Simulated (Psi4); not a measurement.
# InH2OF (SMILES [OH][InH][F]): levels of theory compared

Wanted: a comparison of 5 runs (HF/def2-SVP, MN12-L/LANL2DZ, TPSS/STO-3G, UMP2/def2-TZVPD, MP2/def2-QZVPP) of InH2OF. 

The results are computed with Psi4 1.11.

5 further runs of the same task are left out: 1 that didn't finish, 4 set aside as unsound or not needed.

## 1. The molecule

InH2OF has 5 atoms, charge 0, and is taken as a singlet. As SMILES, `[OH][InH][F]`. The coordinates come from a PBE0-D4/def2-TZVP relaxation. This is a higher conformer, about 10 kJ/mol above the lowest found by a separate search.

Bond lengths: O1–In2 1.966 Å, In2–F3 1.944 Å, O1–H4 0.960 Å, In2–H5 1.691 Å. Angles: O1–In2–F3 106.4°, O1–In2–H5 133.9°, F3–In2–H5 119.7°, In2–O1–H4 113.6°.

## 2. A single-point energy at HF/def2-SVP (core potential) (run 1)

The input, calc.dat:

```
memory 1600 mb

molecule system {
  0 1
  O     -2.41790458    -0.65365627    -1.09112786
  In     0.90725751     0.08031336     0.39684249
  F      2.24102621    -3.12692982     1.59020453
  H     -3.26015551     0.81220429    -1.74931947
  H      2.62388472     2.74898459     0.77516566
  units bohr
  symmetry c1
}

set basis def2-SVP
set puream true
set e_convergence 1e-09
set d_convergence 1e-08
set scf_type pk

E = energy("hf")
print_variables()
```

On the command line:

```
$ psi4 -i calc.dat -o calc.out -n 1
```

calc.out:

```text
[...]
    !!!  WARNING: ECP capability is in beta. Please check occupations closely.  !!!
[...]
  Running in c1 symmetry.
[...]
  Nuclear repulsion =  128.357212546357431
[...]
  Multiplicity = 1
[...]
  Nalpha       = 20
  Nbeta        = 20
[...]
    Number of basis functions: 64
[...]
   @RHF iter   1:  -364.37535124105761   -1.89144e+00   1.02338e-02 DIIS/ADIIS
[...]
   @RHF iter  12:  -364.54834421474459   -2.78533e-12   3.96803e-09 DIIS
[...]
    Orbital Energies [Eh]
    ---------------------
    Doubly Occupied:
       1A    -26.191888     2A    -20.534199     3A     -5.417293
       4A     -3.680351     5A     -3.672184     6A     -3.670820
       7A     -1.443993     8A     -1.274025     9A     -1.065811
      10A     -1.064977    11A     -1.061838    12A     -1.059345
      13A     -1.049089    14A     -0.646136    15A     -0.587007
      16A     -0.557685    17A     -0.556756    18A     -0.519050
      19A     -0.480235    20A     -0.461047
[...]
  @RHF Final Energy:  -364.54834421474459
   => Energetics <=
    Nuclear Repulsion Energy =            128.3572125463574309
    One-Electron Energy =                -835.8236594925743930
    Two-Electron Energy =                 342.9181027314723451
    Total Energy =                       -364.5483442147445885
[...]
 Multipole Moments:
 ------------------------------------------------------------------------------------
     Multipole            Electronic (a.u.)      Nuclear  (a.u.)        Total (a.u.)
 ------------------------------------------------------------------------------------
 L = 1.  Multiply by 2.5417464519 to convert [e a0] to [Debye]
 Dipole X            :          9.0626042           -9.0656474           -0.0030431
 Dipole Y            :         14.9464739          -13.1035321            1.8429418
 Dipole Z            :          1.8497345           -2.1652045           -0.3154700
 Magnitude           :                                                    1.8697500
[...]
```

Wall time 1.2 s (1 thread of AMD EPYC 9R45 (Zen 5), shared host); peak memory 0.22 GiB.

## 3. The charge distribution at MN12-L/LANL2DZ (Cholesky decomposition, core potential, Cartesian functions, ddCOSMO ethanol) (run 2)

The input, job.inp:

```
memory 1.6 GB

molecule geom {
  0 1
  O     -2.41790458    -0.65365627    -1.09112786
  In     0.90725751     0.08031336     0.39684249
  F      2.24102621    -3.12692982     1.59020453
  H     -3.26015551     0.81220429    -1.74931947
  H      2.62388472     2.74898459     0.77516566
  units au
  symmetry c1
}

set globals {
  basis LANL2DZ
  reference rks
  scf_type cd
  ddx true
  ddx_model cosmo
  ddx_solvent ethanol
  ddx_radii_set uff
}

result, w = energy("mn12-l", return_wfn=True)
oeprop(w, "NO_OCCUPATIONS", "WIBERG_LOWDIN_INDICES")
```

On the command line:

```
$ psi4 -i job.inp -o job.out -n 1
```

job.out:

```text
[...]
    !!!  WARNING: ECP capability is in beta. Please check occupations closely.  !!!
[...]
  Running in c1 symmetry.
[...]
  Nuclear repulsion =   36.072222379108929
[...]
  Multiplicity = 1
[...]
  Nalpha       = 11
  Nbeta        = 11
[...]
    Number of basis functions: 30
[...]
   @RKS iter   1:  -177.72254604534044   -5.13869e-01   2.97368e-02 ADIIS/DIIS
[...]
   @RKS iter   9:  -178.06141530331695   -1.38846e-09   1.82181e-07 DIIS
[...]
    Orbital Energies [Eh]
    ---------------------
    Doubly Occupied:
       1A    -25.183746     2A    -19.597011     3A     -1.105744
       4A     -0.978094     5A     -0.445496     6A     -0.380094
       7A     -0.334821     8A     -0.328823     9A     -0.324027
      10A     -0.287025    11A     -0.277056
[...]
  @RKS Final Energy:  -178.06141530331695
   => Energetics <=
    Nuclear Repulsion Energy =             36.0722223791089291
    One-Electron Energy =                -320.1561472140239175
    Two-Electron Energy =                 126.4288249672839299
    DFT Exchange-Correlation Energy =     -20.3814229373632401
    Empirical Dispersion Energy =           0.0000000000000000
    VV10 Nonlocal Energy =                  0.0000000000000000
    DD Solvation Energy =                 -0.0248924983226856
    Total Energy =                       -178.0614153033169487
[...]
 Multipole Moments:
 ------------------------------------------------------------------------------------
     Multipole            Electronic (a.u.)      Nuclear  (a.u.)        Total (a.u.)
 ------------------------------------------------------------------------------------
 L = 1.  Multiply by 2.5417464519 to convert [e a0] to [Debye]
 Dipole X            :         12.5902729          -12.6577800           -0.0675070
 Dipole Y            :         23.4630448          -21.3083152            2.1547296
 Dipole Z            :          2.1100601           -2.5099670           -0.3999069
 Magnitude           :                                                    2.1925652
[...]
```

Run time: 3.3 s. Hardware: 1 thread of AMD EPYC 9R45 (Zen 5), shared host; peak memory 0.43 GiB.

Runs 3 to 4 aren't shown in full; the table further down has their settings and results.

## 4. The energy at MP2/def2-QZVPP (density fitting, core potential, density fitting for correlation) (run 5)

The input, job.inp:

```
memory 1.6 GB

molecule {
  O
  In 1 1.96648
  F 2 1.943562 1 106.41365
  H 1 0.960037 2 113.64659 3 179.99724
  H 2 1.691029 3 119.71659 1 179.99596
}

set {
  basis           def2-QZVPP
  scf_type        df
  num_frozen_docc 6
  mp2_type        df
}

result = energy('mp2')
print_variables()
```

On the command line:

```
$ psi4 -i job.inp -o job.out -n 1
```

job.out:

```text
[...]
    !!!  WARNING: ECP capability is in beta. Please check occupations closely.  !!!
[...]
  Running in c1 symmetry.
[...]
  Nuclear repulsion =  128.357233260651554
[...]
  Multiplicity = 1
[...]
  Nalpha       = 20
  Nbeta        = 20
[...]
    Number of basis functions: 256
[...]
   @DF-RHF iter   1:  -364.56855982665974   -1.83062e+00   3.14113e-03 ADIIS/DIIS
[...]
   @DF-RHF iter  12:  -364.80002264086812   -3.94493e-11   5.43157e-09 DIIS
[...]
    Orbital Energies [Eh]
    ---------------------
    Doubly Occupied:
       1A    -26.206216     2A    -20.542232     3A     -5.410664
       4A     -3.674039     5A     -3.665362     6A     -3.664151
       7A     -1.482150     8A     -1.298990     9A     -1.060455
      10A     -1.058905    11A     -1.056094    12A     -1.053604
      13A     -1.044347    14A     -0.653496    15A     -0.595849
      16A     -0.568448    17A     -0.568020    18A     -0.525703
      19A     -0.486381    20A     -0.465638
[...]
  @DF-RHF Final Energy:  -364.80002264086812
   => Energetics <=
    Nuclear Repulsion Energy =            128.3572332606515545
    One-Electron Energy =                -836.1530268899562088
    Two-Electron Energy =                 342.9957709884365045
    Total Energy =                       -364.8000226408681215
[...]
 Multipole Moments:
 ------------------------------------------------------------------------------------
     Multipole            Electronic (a.u.)      Nuclear  (a.u.)        Total (a.u.)
 ------------------------------------------------------------------------------------
 L = 1.  Multiply by 2.5417464519 to convert [e a0] to [Debye]
 Dipole X            :          0.0002401           -0.0002026            0.0000375
 Dipole Y            :         12.9314334          -11.1705862            1.7608472
 Dipole Z            :         11.7966999          -11.5669602            0.2297397
 Magnitude           :                                                    1.7757711
[...]
```

Wall time 5.1 s (1 thread of AMD EPYC 9R45 (Zen 5), shared host); peak memory 0.6 GiB.

## 5. Overview of the runs

```
run                                                                                          level        task  integrals   energy (Eh)  dipole moment (D)  HOMO energy (eV)  LUMO energy (eV)  wall time
  1                                                                   HF/def2-SVP (core potential)      energy         pk   -364.548344               4.75            -12.55              1.19      1.2 s
  2  MN12-L/LANL2DZ (Cholesky decomposition, core potential, Cartesian functions, ddCOSMO ethanol)  properties         cd   -178.061415               5.57             -7.54             -1.50      3.3 s
  3                                                                                    TPSS/STO-3G    gradient         pk  -5858.403603               1.43             -1.79              2.28        9 s
  4             UMP2/def2-TZVPD (density fitting, core potential, density fitting for correlation)      energy         df   -365.576973                  –            -12.69              0.69        3 s
  5              MP2/def2-QZVPP (density fitting, core potential, density fitting for correlation)      energy         df   -365.820696                  –            -12.67              0.68      5.1 s
```

## 6. Summary of results

| quantity | value |
| --- | --- |
| run 5: total energy | -365.82070 Eh |
| run 5: HOMO energy (Hartree–Fock orbitals) | -12.67 eV |
| run 5: LUMO energy (Hartree–Fock orbitals) | 0.68 eV |
| run 5: HOMO–LUMO gap (Hartree–Fock orbitals) | 13.35 eV |
| run 5: correlation energy (6 core orbitals frozen) | -1020.7 mEh |

What this shows: Over runs 1, 2, 3 the dipole moment (its size) runs from 1.43 D (TPSS/STO-3G) to 5.57 D (MN12-L/LANL2DZ). The two ends differ in method and basis and solvent and core potential. Over runs 1, 2, 3 the HOMO–LUMO gap runs from 4.07 eV (TPSS/STO-3G) to 13.73 eV (HF/def2-SVP). The two ends differ in method and basis and core potential. Totals of different functionals can't be ranked against each other. Some runs of one species differ in core potentials or relativity; totals across that change don't compare. In run 3 the basis is minimal, so the values are rough. In run 3 relativity is left out where basis or elements ask for it. All runs together took 22 s, the longest 9 s.
